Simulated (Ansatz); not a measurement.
# Nb (fcc type): how the settings move a single-point run

Aim: see which settings change the result for Nb (fcc type), by how much, and at what cost.

Computed with Ansatz 0.2.0 (reference: DFT, PBEsol, PAW with other files of Ansatz's library (source ansatz), scalar-relativistic, unless a step's input says otherwise).

1 further run of the same task is left out (it didn't finish). Runs told in other sessions of the task aren't counted.

## 1. The starting structure

The structure is cubic, space group Fm-3m (No. 225). Conventional cell: a = 3.613 Å, b = 3.613 Å, c = 3.613 Å, α = 90.00°, β = 90.00°, γ = 90.00°. Nb (site symmetry m-3m) is surrounded by 12 Nb at 2.55 Å.

Structure file:

```
CELL_PARAMETERS angstrom
0.00000 1.80659 1.80659
1.80659 0.00000 1.80659
1.80659 1.80659 0.00000
ATOMIC_POSITIONS crystal
Nb 0.00000 0.00000 0.00000
```

## 2. Baseline

input.yaml

```yaml
crystal:
  lattice:
    - [0.0, 1.8065940819, 1.8065940819]
    - [1.8065940819, 0.0, 1.8065940819]
    - [1.8065940819, 1.8065940819, 0.0]
  atoms:
    - { symbol: Nb, position: [0.0, 0.0, 0.0] }
kpoints:
  mp_grid: { grid: [16, 16, 16] }
scf:
  occupations: { method: fermi_dirac, width: 0.05 }
hamiltonian:
  xc: pbesol
  pseudopotentials: { kind: paw, source: ansatz }
output:
  forces: true
  stress: true
  eigenvalues: true
```

Launch:

```console
$ ansatz run input.yaml --threads 1 --pin off --max-ram 2048MiB --backend cpu --events-out ev --progress --plain --runs-dir out
```

## 3. Changed: eigensolver.kind davidson, ecutwfc 22.0 Ry

input.yaml, as its differences from that of step 2:

```diff
@@ -11,2 +11,3 @@
   occupations: { method: fermi_dirac, width: 0.05 }
+  eigensolver: { kind: davidson }
 hamiltonian:
@@ -18 +19,3 @@
   eigenvalues: true
+basis:
+  ecutwfc: "22.0 Ry"
```

Before running it: what results should come out? Wanted: for each run, ending; energy change; pressure; gap; force.

**Answer**, as computed:

| run | ending | energy change | pressure (GPa) | gap (eV) | force (eV/Å) | cycles | time |
| --- | --- | --- | --- | --- | --- | --- | --- |
| reference | converged | 0 | 155.3 | 0.00 | 0.00 | 6 | 3.1 s |
| 1: eigensolver.kind davidson, ecutwfc 22.0 Ry | converged | +2.23 eV/atom | 155.1 | 0.00 | 0.00 | 6 | 1.6 s |

Residual by cycle in the longest SCF loop of each run; runs are numbered as in the table. The quantity is the density residual dr2, in eV.

| cycle | reference | run 1 |
| --- | --- | --- |
| 1 | 0.476 | 0.662 |
| 2 | 0.029 | 0.0303 |
| 3 | 0.00158 | 9.5e-4 |
| 4 | 4.5e-7 | 5.3e-7 |
| 5 | 1.2e-8 | 1.8e-7 |
| 6 | 3.9e-11 | 4.5e-9 |

**Reading.** Changing the solver and cutoff moves the energy by +2.23 eV/atom. The log warns that the cutoff is under what these potentials recommend, so the shift is basis error. Cost: 1.6 s against 3.1 s. Run 1 ran under the cutoff that the potentials recommend, as the log warns, so basis error is mixed into its values. The structure is not at rest: the sound run finds 155 GPa, so these are no properties of the relaxed crystal. 
